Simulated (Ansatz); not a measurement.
Crystal: HCN.

```xyz
3
Lattice="-2.3161 2.3161 2.1599 2.3161 -2.3161 2.1599 2.3161 2.3161 -2.1599" Properties=species:S:1:pos:R:3 pbc="T T T"
N     0.0000    0.0000    1.1747
C     0.0000    0.0000    0.0159
H     0.0000    0.0000    3.2489
```

The cell comes from a database or a generator and needn't be the stable form of this composition.

Base run:

```yaml
Program: Ansatz 0.2.0
Functional: PBE0 form with a typed share of exact exchange
Potentials_or_basis: Ansatz PAW
Cutoff: "420 eV (not typed: the program's choice for these potentials)"
k_mesh: 5 × 5 × 5
Occupations: fermi-dirac, width 0.05 eV
Spin: no spin polarisation
```

Its results: band gap on the k mesh 6.87 eV, indirect (least direct gap 7.16 eV); pressure 0.0 GPa; largest force 0.419 eV/Å.

Question: After a change of settings the same cell gave: band gap on the k mesh 10.15 eV, indirect (least direct gap 10.53 eV); pressure -3.4 GPa; largest force 2.360 eV/Å. Which change was it?
A. share of exact exchange from 0 to 0.35
B. share of exact exchange from 0 to 0.5
C. share of exact exchange from 0 to 0.1
D. functional from PBE0 form with a typed share of exact exchange to PBE0; share of exact exchange from 0 to 0.25

Answer: A.

Caveats: odd divisions of the mesh miss points on the zone boundary, where band edges often lie, so the gap on the mesh can be too wide; the PAW data sets were made with another functional, which shifts forces and pressure a little (some runs); the PAW data sets come from PBE, with cores solved anew for the run's functional, which leaves a small shift of forces and pressure (some runs); forces of over 1 eV/Å show positions far from the minimum, so gaps and moduli don't describe the material at rest (some runs); the thresholds are loose for stress (some runs).
